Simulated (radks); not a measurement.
# Excited configurations of Fe⁺

One table from this session's results is given with a row withheld; the runs are named, their logs left out.

Program: radks (a radial shooting solver on a logarithmic mesh, Libxc functionals) version 1. Level of theory: Dirac Kohn-Sham, PBE, spin-unpolarised, spherical densities, finite nucleus; open shells fill j = l - 1/2 first. These are calculated values, not measurements, unless marked.

**The atom as given**

* element: iron (Z = 26)
* charge: +1
* electrons: 25
* configuration: [Ar] 3d6 4s1
* nuclear rms radius: 3.7377 fm

The first run:

Input:

```text
Z 26
configuration [Ar] 3d6 4s1
relativity Dirac
functional pbe,pbe
spin unpolarised
j_filling energy
nucleus finite rms 3.7377 fm
c 137.035999084
```

Steps of the session up to this table: Ground configuration: [Ar] 3d6 4s1.

One table of the session follows, with a row left open; its other results are not shown here.

It belongs to the step «Ground configuration: [Ar] 3d6 4s1». From the orbitals of this run (lengths in bohr):

```
level     <r>  outermost maximum (interpolated)  90 % within  nodes
2p1/2  0.2334                             0.178        0.383      0
2p3/2  0.2365                             0.181        0.387      0
3s1/2       ?                                 ?            ?      ?
3p1/2  0.8519                             0.709         1.31      1
3p3/2  0.8613                             0.716         1.33      1
3d3/2   1.109                             0.711         1.94      0
3d5/2   1.115                             0.713         1.95      0
4s1/2   2.712                              2.28         4.06      3
```

**Question.** Estimate the row for 3s1/2.

As computed: <r>: 0.8110; outermost maximum (interpolated): 0.701; 90 % within: 1.22; nodes: 2. In the column «<r>» it lies between 2p3/2 (0.2365) and 3p1/2 (0.8519).

Caveats from the session: Spin polarisation and multiplet splitting are left out, so open shells lie too high by an amount that depends on their filling.
